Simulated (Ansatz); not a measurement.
# SrHf2: the cost of one run

Computed with Ansatz 0.2.0 (DFT PBE, scalar-relativistic, plane waves, PAW, unless a step's input says otherwise).

**1. The system as given**

The structure is tetragonal, space group P4_2/mnm (No. 136). Conventional cell: a = 6.186 Å, b = 6.186 Å, c = 3.984 Å, α = 90.00°, β = 90.00°, γ = 90.00°. Sr (site symmetry mmm) is surrounded by 6 Hf at 2.62 to 2.68 Å. Hf (site symmetry m2m) has 3 Sr at 2.62 to 2.68 Å as nearest neighbours.

As a file:

```xyz
6
Lattice="6.1860 0.0000 0.0000 0.0000 6.1860 0.0000 0.0000 0.0000 3.9844" Properties=species:S:1:pos:R:3 pbc="T T T"
Sr    0.0000    0.0000    0.0000
Sr    3.0930    3.0930    1.9922
Hf    1.8929    1.8929    0.0000
Hf    1.2001    4.9859    1.9922
Hf    4.2931    4.2931    0.0000
Hf    4.9859    1.2001    1.9922
```

(A quick probe on a coarse mesh, which set the mesh and smearing, is not shown.)

**3. A loose first relaxation**

Contents of input.yaml:

```yaml
crystal:
  lattice:
    - [6.1859918002, 0.0, 0.0]
    - [0.0, 6.1859918002, 0.0]
    - [0.0, 0.0, 3.9844035126]
  atoms:
    - { symbol: Sr, position: [0.0, 0.0, 0.0] }
    - { symbol: Sr, position: [0.5, 0.5, 0.5] }
    - { symbol: Hf, position: [0.306, 0.306, 0.0] }
    - { symbol: Hf, position: [0.194, 0.806, 0.5] }
    - { symbol: Hf, position: [0.694, 0.694, 0.0] }
    - { symbol: Hf, position: [0.806, 0.194, 0.5] }
basis:
  ecutwfc: 420
kpoints:
  mp_grid: { grid: [4, 4, 4] }
hamiltonian:
  xc: pbe
scf:
  occupations: { method: gaussian, width: 0.1 }
  lower_state_search: "off"
output:
  forces: true
  stress: true
  eigenvalues: true
relax:
  adjacent_minimum: "off"
  f_tol: 0.04
  max_steps: 70
  cell: { stress_tol: 0.4 }
```

Run with:

```console
$ ansatz run input.yaml --threads 1 --pin off --max-ram 2560MiB --backend cpu --events-out ev --progress --plain --runs-dir out
```

Q: Estimate wall time and peak memory on 1 thread of Arm Neoverse V2, shared host.

About 4.1 min, with a peak of 0.53 GiB.
